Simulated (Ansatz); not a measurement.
**GaGe3 under changes of volume**

One of the cells (19.430 Å³/atom); the others are scaled copies at fixed shape and fractional positions:

```
Ge Ga
1.0
     0.00000    3.38717    3.38717
     3.38717    0.00000    3.38717
     3.38717    3.38717    0.00000
Ge Ga
3 1
Direct
  0.50000 0.50000 0.50000
  0.75000 0.75000 0.75000
  0.25000 0.25000 0.25000
  0.00000 0.00000 0.00000
```

The cell comes from a database or a generator and needn't be the stable form of this composition.

| Property | Result |
| --- | --- |
| Program | Ansatz 0.2.0 |
| Functional | PBEsol |
| Potentials or basis | Ansatz PAW |
| Cutoff | 420 eV (not typed: the program's choice for these potentials) |
| k mesh | 7 × 7 × 7 |
| Occupations | fermi-dirac, width 0.05 eV |
| Spin | no spin polarisation |

```tsv
volume (Å³/atom)	energy over the lowest point (meV/atom)	pressure (GPa)
18.264	0.00	0.1
18.653	1.70	-1.4
19.042	6.88	-2.8
19.430	15.12	-3.9
19.819	26.02	-5.0
20.208	39.28	-5.9
20.596	?	?
```

Question: What does the run at 20.596 Å³/atom give?

Answer: Energy over the lowest point 54.63 meV/atom; pressure -6.7 GPa.

Worked out: A Birch-Murnaghan fit of order 3 (a polynomial in V^(-2/3)) to the other rows has its minimum at 18.28 Å³/atom with B0 = V·E''(V) = 77 GPa and B' = 5.2. It gives 54.53 meV/atom at 20.596 Å³/atom, against the run's 54.63, and -dE/dV = -6.7 GPa, against -6.7.

Energies are extrapolated to zero smearing.

Caveats: the PAW data sets come from PBE, with cores solved anew for the run's functional, which leaves a small shift of forces and pressure.
